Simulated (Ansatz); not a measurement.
This script drives Ansatz's Python interface.

Input file `gage3.cif`:
```cif
data_GaGe3
_cell_length_a 4.278466
_cell_length_b 4.278466
_cell_length_c 4.278466
_cell_angle_alpha 90.00000
_cell_angle_beta 90.00000
_cell_angle_gamma 90.00000
_symmetry_space_group_name_H-M 'P 1'
_symmetry_Int_Tables_number 1
loop_
_symmetry_equiv_pos_as_xyz
'x, y, z'
loop_
_atom_site_label
_atom_site_type_symbol
_atom_site_fract_x
_atom_site_fract_y
_atom_site_fract_z
Ga1 Ga    0.000000    0.000000    0.000000
Ge2 Ge    0.000000    0.500000    0.500000
Ge3 Ge    0.500000    0.000000    0.500000
Ge4 Ge    0.500000    0.500000    0.000000
```

`vcrelax_gage3.py`:
```python
"""Relax cell and ions of GaGe3."""

import json
import warnings

import ansatz
from ase.data import atomic_numbers
from ase.io import read
import numpy as np
import spglib

def edges_and_angles(cell):
    cell = np.asarray(cell)
    a, b, c = np.linalg.norm(cell, axis=1)
    cosines = cell[1] @ cell[2] / (b * c), cell[0] @ cell[2] / (a * c), cell[0] @ cell[1] / (a * b)
    return (a, b, c, *np.degrees(np.arccos(cosines)))


def main() -> None:
    warnings.simplefilter("ignore", ansatz.DeckWarning)

    atoms = read("gage3.cif")
    gage3 = ansatz.Crystal.from_ase(atoms)

    # part of the cell is held
    base = (
        gage3.calculation()
        .functional(ansatz.Functional.PBESOL)
        .occupations(ansatz.OccupationsMethod.FERMI_DIRAC, width=0.15)  # smearing steadies the SCF of a metal
        .pseudopotentials("paw")
        .kpoints(6, 6, 6, center="gamma")
        .relax(fix_cell=["a", "angles"], stress_tolerance=0.01)  # relax until the tolerances are met
    )
    done = base.run(threads=1, backend="cpu", events_out="events.ndjson")
    with open("events.ndjson") as stream:
        events = [json.loads(line) for line in stream]
    steps = [e["data"] for e in events if e["event"] == "relax_step"]
    r = done.report
    print("step   energy (eV)     max force (eV/A)   P (GPa)  SCF")
    for s in steps:
        print(f"{s['step']:4d} {s['lagrangian_ev']:15.5f} {s['allowed_force_max_ev_ang']:12.4f} {s['pressure_gpa']:10.3f} {s['n_scf']:5d}")

    first, last = steps[0], steps[-1]
    symbols = [site.symbol for site in done.lattice.sites]
    print(f"energy gained {first['lagrangian_ev'] - last['lagrangian_ev']:.4f} eV in {len(steps) - 1} steps")
    for label, vectors in (("before", first["cell_ang"]), ("after", done.lattice.cell_ang)):
        print(label, "a b c (A) {:.4f} {:.4f} {:.4f}  angles {:.2f} {:.2f} {:.2f}".format(*edges_and_angles(vectors)), f" V = {abs(np.linalg.det(vectors)):.3f} A^3")
    print("final stress (GPa):", np.round(np.diag(r["stress_gpa"]), 3) + 0.0)

    print("relaxed fractional positions")
    for site in done.lattice.sites:
        print(f"  {site.symbol:2s}", " ".join(f"{v % 1:8.5f}" for v in np.round(site.position_frac, 5)))

    moved = np.linalg.norm(np.array(last["positions_ang"]) - np.array(first["positions_ang"]), axis=1)
    print("displacement by atom (A):", " ".join(f"{s}:{d:.3f}" for s, d in zip(symbols, moved)))

    print(f"free energy      {r['free_energy_ev']:.5f} eV")
    print(f"per atom         {r['free_energy_ev'] / len(done.lattice.sites):.5f} eV")
    print(f"SCF iterations   {r['n_iterations']}  (converged: {r['converged']})")

    spg_cell = (done.lattice.cell_ang, [s.position_frac for s in done.lattice.sites], [atomic_numbers[s.symbol] for s in done.lattice.sites])
    # space group as spglib finds it
    found = spglib.get_symmetry_dataset(spg_cell, symprec=1e-3)
    print(found.international, found.number, "point group", found.pointgroup)
    for site, letter, group in zip(done.lattice.sites, found.wyckoffs, found.site_symmetry_symbols):
        print(f"  {site.symbol:2s} Wyckoff {letter}  site symmetry {group}")


if __name__ == "__main__":
    main()
```

It is started by `python vcrelax_gage3.py`. Estimate its wall time and peak memory on 1 thread of Intel(R) Xeon(R) Platinum 8488C (Sapphire Rapids), on a shared host.

It took about 25 s, with a peak of 0.55 GiB, for 1 run of the engine.

```console
$ python vcrelax_gage3.py
step   energy (eV)     max force (eV/A)   P (GPa)  SCF
   1    -16502.82877       0.0000     -3.521     8
   2    -16502.88973       0.0000      0.370     6
   3    -16502.88987       0.0000      0.582     4
   4    -16502.88986       0.0000      0.554     4
   5    -16502.88872       0.0000      0.565     8
   6    -16502.88872       0.0000      0.550     4
   7    -16502.88872       0.0000      0.550     5
energy gained 0.0600 eV in 6 steps
before a b c (A) 4.2785 4.2785 4.2785  angles 90.00 90.00 90.00  V = 78.318 A^3
after a b c (A) 4.2785 4.1357 4.1357  angles 90.00 90.00 90.00  V = 73.179 A^3
final stress (GPa): [1.651 0.    0.   ]
relaxed fractional positions
  Ga  0.00000  0.00000  0.00000
  Ge  0.00000  0.50000  0.50000
  Ge  0.50000  0.00000  0.50000
  Ge  0.50000  0.50000  0.00000
displacement by atom (A): Ga:0.000 Ge:0.101 Ge:0.071 Ge:0.071
free energy      -16502.88872 eV
per atom         -4125.72218 eV
SCF iterations   5  (converged: True)
P4/mmm 123 point group 4/mmm
  Ga Wyckoff a  site symmetry 4/mmm
  Ge Wyckoff c  site symmetry 4/mmm
  Ge Wyckoff e  site symmetry mmm.
  Ge Wyckoff e  site symmetry mmm.
```

Notes:
- Absolute energies stand on the zero of these potentials, so only differences at equal settings mean something.
- Forces vanish by symmetry, so the ions can't move, and the end may be a saddle.
- Part of the cell is held or a pressure is applied, so the end point needn't be the zero-pressure lattice.
- For a metal this k-point mesh is coarse: on a finer one energies can move by several to tens of meV an atom and pressures by half a GPa or more, differences at one mesh by less.
- Energies along a relaxation are free energies. Rows at an unchanged volume are solved on a plane-wave basis chosen afresh for that cell, so the energy jumps there and such rows are no steps of the walk.
- The smearing is wide enough that free energy and stress hold a thermal part of the electrons.
- The cell relaxed to the group P4/mmm; tensors and edges are in the axes of the typed cell.
- This cell is a computed structure, which may not be the phase found in nature.
- The script silences the warnings on its input, which a real study should read.

(A comment or docstring line of the script was reworded after the run, the code is as it ran; lines on the test bed's own set-up are left out of the output.)
